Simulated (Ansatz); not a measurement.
# CH3Cl2OSb: how energies converge with the basis set

The task here is to estimate one member of a computed series from the others.

The runs use Ansatz 0.2.0, Gaussian basis; one geometry, several basis sets.

Levels to be run: PBE0-D4/def2-SVP; ωB97M-V/def2-SVP; PBE0-D4/def2-QZVPP; ωB97M-V/def2-QZVPP; the functionals' def2-TZVPP values are taken from earlier runs.

## Structure used throughout

All runs share one geometry, relaxed beforehand with PBE0-D4 in a triple-zeta def2 set. Sb takes the def2 core potential; no spin-orbit term is included.

SMILES `C[O][Sb]([Cl])[Cl]`, 8 atoms, charge 0, spin multiplicity 1.

Atoms are counted from 1 here; the program's logs count them from 0.

Bond lengths: C1–O2 1.416 Å, C1–H6 1.094 Å, C1–H7 1.091 Å, C1–H8 1.094 Å, O2–Sb3 1.925 Å, Sb3–Cl4 2.351 Å, Sb3–Cl5 2.351 Å. Angles: O2–C1–H6 111.3°, O2–C1–H7 107.2°, O2–C1–H8 111.3°, H6–C1–H7 109.0°, H6–C1–H8 109.0°, H7–C1–H8 109.0°, C1–O2–Sb3 124.4°, O2–Sb3–Cl4 98.1°, O2–Sb3–Cl5 98.1°, Cl4–Sb3–Cl5 96.0°.

Geometry (Å):

```xyz
8
CH3Cl2OSb
C    -0.8280   -0.7442   -0.1306
O     0.4339   -0.9285    0.4851
Sb    1.7861    0.4348    0.6246
Cl    0.4253    2.1665    1.4477
Cl    1.7672    1.1493   -1.6152
H    -0.7201   -0.4885   -1.1887
H    -1.3694   -1.6882   -0.0465
H    -1.4029    0.0416    0.3681
```

The first run:

in.yaml reads:

```yaml
crystal:
  periodic: [false, false, false]
  atoms:
    - {symbol: C, position_ang: [-0.827990, -0.744206, -0.130617]}
    - {symbol: O, position_ang: [0.433939, -0.928491, 0.485057]}
    - {symbol: Sb, position_ang: [1.786141, 0.434818, 0.624587]}
    - {symbol: Cl, position_ang: [0.425346, 2.166495, 1.447677]}
    - {symbol: Cl, position_ang: [1.767162, 1.149319, -1.615236]}
    - {symbol: H, position_ang: [-0.720092, -0.488486, -1.188735]}
    - {symbol: H, position_ang: [-1.369427, -1.688152, -0.046540]}
    - {symbol: H, position_ang: [-1.402879, 0.041604, 0.368107]}
basis:
  gaussian: {orbitals: def2-SVP}
hamiltonian: {xc: pbe0, dispersion: d4}
output: {orbitals: {seedname: orbitals}}
```

Started as:

```console
$ ansatz run in.yaml --threads 4 --pin off --events-out ev --progress --plain --max-ram 10444MiB
```

Steps of the session up to this table: PBE0-D4 in def2-SVP; ωB97M-V in def2-SVP; PBE0-D4 in def2-QZVPP; ωB97M-V in def2-QZVPP.

One of the session's tables, all rows but one given; the rest of the session is left out.

It belongs to the step «Functionals by basis». 

| functional | basis | HOMO (eV) |
| --- | --- | --- |
| PBE0-D4 | def2-SVP | -8.30 |
| PBE0-D4 | def2-TZVPP | ? |
| PBE0-D4 | def2-QZVPP | -8.50 |
| ωB97M-V | def2-SVP | -10.34 |
| ωB97M-V | def2-TZVPP | -10.56 |
| ωB97M-V | def2-QZVPP | -10.60 |

Estimate the missing values for PBE0-D4, def2-TZVPP.

**Answer.** HOMO (eV): -8.47. In the column «HOMO (eV)» it lies between PBE0-D4, def2-QZVPP (-8.50) and PBE0-D4, def2-SVP (-8.30).
